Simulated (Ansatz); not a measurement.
A nudged elastic band was laid between two geometries of a periodic cell of 17 atoms, Si (host Si, host structure diamond, interstitial Si).

All numbers below come from Ansatz, DFT LDA, scalar-relativistic, plane waves, PAW. Settings: PAW set soft_1, cutoff 420 eV, k mesh 2x2x2, gaussian smearing 0.02 eV, no spin polarisation.

```yaml
movable_images: 5
climbing_image: yes
spring: 5.0 eV/Å²
optimiser: quadratic models (default)
start_path: straight line
force_threshold: 0.03 eV/Å
iteration_limit: 70
end_points: relaxed
```

First end point:

```xyz
17
Lattice="0.0000 5.4300 5.4300 5.4300 0.0000 5.4300 5.4300 5.4300 0.0000" Properties=species:S:1:pos:R:3
Si -0.002 -0.004 0.008
Si 1.359 1.358 1.327
Si 2.721 2.720 0.007
Si 4.074 4.073 1.359
Si 2.738 -0.020 2.696
Si 4.109 1.358 4.075
Si 5.427 2.723 2.713
Si 6.789 4.041 4.075
Si -0.018 2.735 2.697
Si 1.360 4.106 4.075
Si 2.723 5.425 2.714
Si 4.042 6.788 4.075
Si 2.738 2.736 5.454
Si 4.075 4.072 6.791
Si 5.411 5.410 5.455
Si 6.789 6.788 6.826
Si 6.791 6.788 4.077
```

Last end point:

Only the atoms that move by more than 0.05 Å are listed.
```
Si17 8.144 8.146 2.702
```

(1) What changes between the two ends?

(2) What energy profile does the band end with?

(3) What is the geometry of the highest image?

Answers

(1) Contacts lost: Si15–Si17. Contacts made: Si4–Si17. The atom that moves furthest is Si17, by 2.36 Å.

(2) The run converged. The highest image is number 3 of 0 to 6, 0.31 eV above the ends, which have the same energy within 2 meV. By the program's own check the climbing image is of a kind that is not told: the force calls were inconclusive, a negative curvature could not be distinguished from the path's own, the only one lies far off the path, or fixed occupations may fill a level only in part (lowest curvatures found: -0.02 and 0.52 eV/Å²). Limits of this set-up: coarse k mesh, PAW files made for another functional.

```json
{"image": "0", "path coordinate (Å)": "0.00", "energy (eV)": "0.00", "Si15–Si17 (Å)": "2.39", "Si4–Si17 (Å)": "4.70"}
{"image": "1", "path coordinate (Å)": "0.55", "energy (eV)": "0.11", "Si15–Si17 (Å)": "2.46", "Si4–Si17 (Å)": "4.25"}
{"image": "2", "path coordinate (Å)": "1.10", "energy (eV)": "0.29", "Si15–Si17 (Å)": "2.68", "Si4–Si17 (Å)": "3.75"}
{"image": "3", "path coordinate (Å)": "1.65", "energy (eV)": "0.31", "Si15–Si17 (Å)": "3.26", "Si4–Si17 (Å)": "3.21"}
{"image": "4", "path coordinate (Å)": "2.20", "energy (eV)": "0.29", "Si15–Si17 (Å)": "3.80", "Si4–Si17 (Å)": "2.64"}
{"image": "5", "path coordinate (Å)": "2.74", "energy (eV)": "0.11", "Si15–Si17 (Å)": "4.27", "Si4–Si17 (Å)": "2.45"}
{"image": "6", "path coordinate (Å)": "3.28", "energy (eV)": "0.00", "Si15–Si17 (Å)": "4.69", "Si4–Si17 (Å)": "2.39"}
```

(3) 
```xyz
17
Lattice="0.0000 5.4300 5.4300 5.4300 0.0000 5.4300 5.4300 5.4300 0.0000" Properties=species:S:1:pos:R:3:forces:R:3
Si -0.170 -0.169 0.164 0.00 0.00 0.00
Si 1.283 1.280 1.242 0.00 0.00 -0.01
Si 2.672 2.672 -0.015 0.00 0.00 0.00
Si 3.904 3.902 1.531 0.00 0.00 0.00
Si 2.783 -0.094 2.635 -0.01 0.00 -0.01
Si 4.174 1.288 4.152 -0.01 0.01 0.00
Si 5.447 2.666 2.763 0.00 0.00 0.00
Si 6.836 4.063 4.024 0.00 0.00 0.00
Si -0.091 2.784 2.637 0.00 -0.01 0.00
Si 1.289 4.176 4.153 0.01 0.00 0.01
Si 2.667 5.446 2.762 0.00 0.00 0.00
Si 4.063 6.837 4.023 0.00 0.00 0.00
Si 2.789 2.791 5.534 0.00 0.01 0.02
Si 4.237 4.236 6.628 0.00 0.00 0.00
Si 5.592 5.592 5.262 0.00 0.00 0.00
Si 6.832 6.831 6.795 0.00 0.00 0.00
Si 7.477 7.477 3.382 0.00 0.00 0.00
```

Run time: 6.2 min on 1 thread of Arm Neoverse V2 (shared host), peak memory 0.76 GiB.
